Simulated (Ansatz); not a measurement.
# Ta4N3: the cost of one run

Program: Ansatz 0.2.0. Level of theory: DFT PBEsol, scalar-relativistic, plane waves, PAW. These are calculated values, not measurements.

5 further runs of the same task are left out: 3 that didn't finish, 2 set aside as unsound or not needed.

### Step 1. The structure to begin with

It takes space group I4/mmm (No. 139, tetragonal). The conventional cell has a = 4.357 Å, b = 4.357 Å, c = 8.545 Å, α = 90.00°, β = 90.00°, γ = 90.00°. Ta (site symmetry mmm) has 4 N at 2.14 to 2.18 Å as nearest neighbours. Ta (site symmetry 4mm) is surrounded by 5 N at 2.18 to 2.23 Å. N (site symmetry -4m2) has 6 Ta at 2.14 to 2.18 Å as nearest neighbours. N (site symmetry 4/mmm) is surrounded by 6 Ta at 2.18 to 2.23 Å.

Coordinates:

```cif
data_structure
_symmetry_space_group_name_H-M 'I4/mmm'
_symmetry_Int_Tables_number 139
_cell_length_a 4.3571
_cell_length_b 4.3571
_cell_length_c 8.5454
_cell_angle_alpha 90.000
_cell_angle_beta 90.000
_cell_angle_gamma 90.000
_cell_volume 162.23
loop_
_atom_site_label
_atom_site_type_symbol
_atom_site_symmetry_multiplicity
_atom_site_Wyckoff_symbol
_atom_site_fract_x
_atom_site_fract_y
_atom_site_fract_z
_atom_site_occupancy
Ta1 Ta 4 c 0.50000 0.00000 0.00000 1
Ta2 Ta 4 e 0.00000 0.00000 0.26075 1
N1 N 4 d 0.00000 0.50000 0.25000 1
N2 N 2 a 0.00000 0.00000 0.00000 1
```

It goes back to an entry of the Materials Project, which need not be the stable form.

It is the result of an earlier relaxation at this level (volume 11.59 Å³/atom; gap on the mesh: none (metal)).

### Step 2. The reference cell

Reference values: F = -40369.1334 eV; pressure -0.02 GPa; largest force 0.001 eV/Å; gap on the mesh none (metal). It was computed beforehand with the settings of the runs below.

### Step 3. Setting up moving one atom along a line

Atom 1 (Ta) is moved by x along the Cartesian unit vector (0.000, 0.000, 1.000); the cell and all other atoms stay fixed. Forces below are components along that vector, summed over the moved atoms. In a periodic cell its images move with it.

### Step 4. x = -0.600 Å

The input, input.yaml:

```yaml
crystal:
  lattice:
    - [-2.1785721926, 2.1785721926, 4.2726759819]
    - [2.1785721926, -2.1785721926, 4.2726759819]
    - [2.1785721926, 2.1785721926, -4.2726759819]
  atoms:
    - { symbol: Ta, position: [-0.0702136088, 0.4297863912, 0.5] }
    - { symbol: Ta, position: [0.2607537444, 0.2607537444, 0.0] }
    - { symbol: Ta, position: [0.5, 0.0, 0.5] }
    - { symbol: Ta, position: [0.7392462556, 0.7392462556, 0.0] }
    - { symbol: "N", position: [0.75, 0.25, 0.5] }
    - { symbol: "N", position: [0.0, 0.0, 0.0] }
    - { symbol: "N", position: [0.25, 0.75, 0.5] }
basis:
  ecutwfc: 420
kpoints:
  mp_grid: { grid: [12, 12, 12] }
hamiltonian:
  xc: pbesol
scf:
  occupations: { method: gaussian, width: 0.15 }
output:
  forces: true
  stress: true
  eigenvalues: true
```

The run is started by

```console
> ansatz run input.yaml --threads 2 --pin off --max-ram 5120MiB --backend cpu --events-out ev --progress --plain --runs-dir out
```

What time and memory should one allow on 2 threads of Intel Xeon at 2.50GHz (Skylake/Cascade Lake), shared host?

About 81 s, with a peak of 0.88 GiB.
